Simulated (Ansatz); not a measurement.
# GeF2Me2 (C₂H₆F₂Ge): structure and electronic state

Aim: characterise GeF2Me2 (C₂H₆F₂Ge) as a singlet: its structure, frontier levels and distribution of charge.

The runs use Ansatz 0.2.0, Gaussian basis; RKS PBE0-D4/def2-TZVP.

Plan: relaxation at r2SCAN-D4/def2-SVP; a single point at PBE0-D4/def2-TZVP.

2 further runs of the same task are left out: 2 set aside as unsound or not needed.

### Step 1. The system as given

11 atoms, charge 0, spin multiplicity 1.

Atoms are counted from 1 here; the program's logs count them from 0.

Bond lengths: Ge1–F2 1.759 Å, Ge1–F3 1.760 Å, Ge1–C4 1.983 Å, Ge1–C8 1.983 Å, C4–H5 1.085 Å, C4–H6 1.085 Å, C4–H7 1.086 Å, C8–H9 1.085 Å, C8–H10 1.085 Å, C8–H11 1.086 Å. Angles: F2–Ge1–F3 100.2°, F2–Ge1–C4 106.1°, F2–Ge1–C8 106.1°, F3–Ge1–C4 105.9°, F3–Ge1–C8 106.0°, C4–Ge1–C8 129.0°, Ge1–C4–H5 110.3°, Ge1–C4–H6 110.0°, Ge1–C4–H7 108.3°, H5–C4–H6 109.5°, H5–C4–H7 109.3°, H6–C4–H7 109.3°, Ge1–C8–H9 110.3°, Ge1–C8–H10 110.1°, Ge1–C8–H11 108.3°, H9–C8–H10 109.5°, H9–C8–H11 109.3°, H10–C8–H11 109.3°.

As a file:

```mol
C2H6F2Ge
  3D, bonds by distance, orders not assigned

 11 10  0  0  0  0  0  0  0  0999 V2000
    0.4047    0.0024    0.2877 Ge  0  0
    0.5538    0.0074    2.0408 F   0  0
    2.1045    0.0083   -0.1704 F   0  0
   -0.2994    1.7876   -0.2106 C   0  0
   -1.3305    1.8895    0.1105 H   0  0
   -0.2389    1.9244   -1.2852 H   0  0
    0.3069    2.5426    0.2820 H   0  0
   -0.2858   -1.7910   -0.2001 C   0  0
   -0.3612   -1.8842   -1.2784 H   0  0
   -1.2615   -1.9493    0.2467 H   0  0
    0.4074   -2.5377    0.1771 H   0  0
  1  2  8  0
  1  3  8  0
  1  4  8  0
  1  8  8  0
  4  5  8  0
  4  6  8  0
  4  7  8  0
  8  9  8  0
  8 10  8  0
  8 11  8  0
M  END
```

The start is a GFN2-xTB geometry.

### Step 2. Relaxation at r2SCAN-D4/def2-SVP

Input file in.yaml:

```yaml
crystal:
  periodic: [false, false, false]
  atoms:
    - {symbol: Ge, position_ang: [0.404650, 0.002380, 0.287650]}
    - {symbol: F, position_ang: [0.553850, 0.007380, 2.040770]}
    - {symbol: F, position_ang: [2.104470, 0.008340, -0.170410]}
    - {symbol: C, position_ang: [-0.299420, 1.787650, -0.210620]}
    - {symbol: H, position_ang: [-1.330510, 1.889530, 0.110550]}
    - {symbol: H, position_ang: [-0.238850, 1.924350, -1.285200]}
    - {symbol: H, position_ang: [0.306860, 2.542560, 0.282020]}
    - {symbol: C, position_ang: [-0.285800, -1.791010, -0.200130]}
    - {symbol: H, position_ang: [-0.361180, -1.884170, -1.278430]}
    - {symbol: H, position_ang: [-1.261480, -1.949320, 0.246710]}
    - {symbol: H, position_ang: [0.407410, -2.537690, 0.177110]}
basis:
  gaussian: {orbitals: def2-SVP}
hamiltonian: {xc: r2scan, dispersion: d4}
scf: {lower_state_search: "off"}
output: {orbitals: {seedname: orbitals}}
relax: {f_tol: 0.02, max_steps: 100}
```

Run with:

```sh
> ansatz run in.yaml --threads 4 --pin off --events-out ev --progress --plain --max-ram 4787MiB
```

Further steps of the session: Single point, PBE0-D4/def2-TZVP.

Before running them: what should the planned runs give, taken together? Wanted: point group; commonest bond, hydrogen aside; HOMO, LUMO at PBE0-D4/def2-TZVP; dipole at r2SCAN-D4/def2-SVP.

As calculated:

| quantity | value |
| --- | --- |
| point group | C2v |
| commonest bond, hydrogen aside | F–Ge, 2 of mean length 1.741 Å |
| HOMO, LUMO at PBE0-D4/def2-TZVP | -9.00, 0.57 eV |
| dipole at r2SCAN-D4/def2-SVP | 3.40 D |

What this shows: The molecule keeps its bonding pattern by the stored test; the atoms moved 0.12 Å (rms). No usable vibrations, so a minimum isn't proven. The HOMO lies nearest to C4, C8 about 22 % each; Ge1 14 % and the LUMO to 4 H atoms about 12 % each; H7, H11 about 9 % each.
